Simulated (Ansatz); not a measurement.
# ReP2: the cost of one run

Method: DFT PBE, scalar-relativistic, plane waves, PAW, in Ansatz 0.2.0.

## (1) The structure to begin with

It takes space group P-4m2 (No. 115, tetragonal). Conventional cell: a = 3.802 Å, b = 3.802 Å, c = 5.376 Å, α = 90.00°, β = 90.00°, γ = 90.00°. Around Re (site symmetry -4m2) lie 4 P at 2.33 Å. P (site symmetry 2mm) is surrounded by 2 Re at 2.33 Å.

Coordinates:

```cif
data_structure
_symmetry_space_group_name_H-M 'P-4m2'
_symmetry_Int_Tables_number 115
_cell_length_a 3.8016
_cell_length_b 3.8016
_cell_length_c 5.3763
_cell_angle_alpha 90.000
_cell_angle_beta 90.000
_cell_angle_gamma 90.000
_cell_volume 77.70
loop_
_atom_site_label
_atom_site_type_symbol
_atom_site_symmetry_multiplicity
_atom_site_Wyckoff_symbol
_atom_site_fract_x
_atom_site_fract_y
_atom_site_fract_z
_atom_site_occupancy
Re1 Re 1 a 0.00000 0.00000 0.00000 1
P1 P 2 g 0.50000 0.00000 0.25000 1
```

Recipe of the guess: ordered vacancies on the cation sites of zinc blende (P-4m2, No. 115). Its size is a rough estimate.

## (2) Probe: one point on a coarse mesh

input.yaml reads:

```yaml
crystal:
  lattice:
    - [3.80160808, 0.0, 0.0]
    - [0.0, 3.80160808, 0.0]
    - [0.0, 0.0, 5.37628571]
  atoms:
    - { symbol: Re, position: [0.0, 0.0, 0.0] }
    - { symbol: P, position: [0.5, 0.0, 0.25] }
    - { symbol: P, position: [0.0, 0.5, 0.75] }
basis:
  ecutwfc: 420
kpoints:
  mp_grid: { grid: [4, 4, 4] }
hamiltonian:
  xc: pbe
scf:
  occupations: { method: gaussian, width: 0.1 }
  lower_state_search: "off"
output:
  forces: true
  stress: true
  eigenvalues: true
```

Launch:

```
$ ansatz run input.yaml --threads 1 --pin off --max-ram 2048MiB --backend cpu --events-out ev --progress --plain --runs-dir out
```

**Question.** How long does this run take on 1 thread of Arm Neoverse V2, shared host, and how much memory does it need?

About 1.8 s, with a peak of 0.31 GiB.
